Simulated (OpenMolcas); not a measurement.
# Ag²⁺ among point charges: CASSCF and CASPT2 levels and susceptibility

How does a field of 2 point charges split the states of Ag²⁺, and what χT follows?

The numbers are computed with OpenMolcas 26.06 (state-averaged CASSCF and CASPT2, spin-orbit coupling by RASSI with atomic mean-field integrals), except any that are marked as measured or tabulated.

### Step 1. Starting point

```
Species                           : Ag²⁺ (silver, Z = 47, 45 electrons)
Basis                             : ANO-RCC-VDZP [6s5p3d1f], 43 functions
Scalar Hamiltonian                : DKH2, point nucleus
Inactive shells                   : 1s 2s 2p 3s 3p 3d 4s 4p
Active space                      : 9 electrons in 5 orbitals (4d)
Some configurations of this space : 4d9
Orbitals                          : optimised for each spin and parity, averaged over all roots
```

Outer shells as boxes (Hund's rule):

4d9
```
4d [↑↓][↑↓][↑↓][↑↓][↑ ]
```

The ion sits among 2 point charges of -0.65 e arranged as a linear pair (D∞h), 2.04 Å from the ion.

Each step is its own input file, run in one work folder so that later steps find the files of earlier ones. Labels, J, g values, rates, χT and fits are worked out afterwards by a script from the matrices that RASSI stores. The input lists half of the charges; inversion (Group=XYZ) makes the rest.

### Step 2. GATEWAY and SEWARD: basis and integrals

Contents of a.inp:

```
&GATEWAY
Coord
1

Ag 0.0 0.0 0.0
Basis=ANO-RCC-VDZP
Group=XYZ
NoMove
AngMom=0.0 0.0 0.0
AMFI
XField
1 Angstrom 0
0.000000 0.000000 2.040000 -0.650000
&SEWARD
```

Command:

```bash
$ OMP_NUM_THREADS=1 MOLCAS_MEM=1689 MOLCAS_PROJECT=a pymolcas a.inp > a.log
```

### Step 3. Reference wave functions, doublets of even parity, 5 roots

Contents of a.inp:

```
&RASSCF
FileOrb=start.orb
Symmetry=1
Spin=2
nActEl=9 0 0
Inactive=9 9
Ras2=5 0
CIRoot=5 5 1
SDav=5
CIMx=300
Iter=120 100
PrWF=0.3
OrbListing=Nothing
MaxOrb=0
>>> COPY $Project.JobIph JOB001
```

start.orb holds the contracted functions of the basis, ordered by shell, or the orbitals of the step before.

### Step 4. State interaction with spin-orbit coupling

Contents of a.inp:

```
&RASSI
NrOfJobIphs=1 5
1 2 3 4 5
IphNames
JOB001
EJob
SpinOrbit
DIPRint=1.0
SOCoupling=1000.0
Subsets=2
Property=9
'ANGMOM' 1 'ANGMOM' 2 'ANGMOM' 3 'MLTPL  1' 1 'MLTPL  1' 2 'MLTPL  1' 3
'AMFI' 1 'AMFI' 2 'AMFI' 3
SOProperty=3
'ANGMOM' 1 'ANGMOM' 2 'ANGMOM' 3
```

### Step 5. CASPT2: IPEA 0.25, imaginary shift 0.1 (closed shells correlated: 4s 4p)

Contents of a.inp:

```
>>> COPY JOB001 $Project.JobIph
&CASPT2
Multistate=5 1 2 3 4 5
NoMult
Frozen=8 6
IPEA=0.25
Imaginary=0.1
MaxIter=60
WThr=0.0 0.3 0.05
PrWF=0.5
NoMix
```

(Steps that only read results are left out.)

What does the calculation give? Wanted: spin-free ground state; first state of the same spin within the active space; lowest level; next level.

As calculated:

```
                                            quantity                                                                        value
                                              method  SS-CASPT2, IPEA 0.25, imaginary shift 0.1 (closed shells correlated: 4s 4p)
                              spin-free ground state                                           2Sigma, 1-fold in its orbital part
first state of the same spin within the active space                                                             2Pi at 2470 cm⁻¹
                                        lowest level                                                 2-fold, g = 1.60, 3.56, 3.56
                                          next level                                                                  2200.5 cm⁻¹
                                         χT at 300 K                                                               1.00 cm³ K/mol
                           effective moment at 300 K                                                                      2.82 μB
```

Cost by method:

```csv
method,time of its own steps,time with the reference
A. CASSCF,1.5 s,1.5 s
"B. SS-CASPT2, IPEA 0.25, imaginary shift 0.1, +4s 4p",0.46 s,2 s
```

Times are of one thread on a shared host.

In words: The spin-free ground state (2Sigma) comes to 100 % from free-ion D terms and keeps the highest spin of the shell. χT at 300 K is 1.00, against 0.38 cm³ K/mol for the spin alone, so orbital moment adds to it. The field of point charges can differ much from that of real complexes. Point charges carry no covalency, so the field is a model and not that of real ligands.
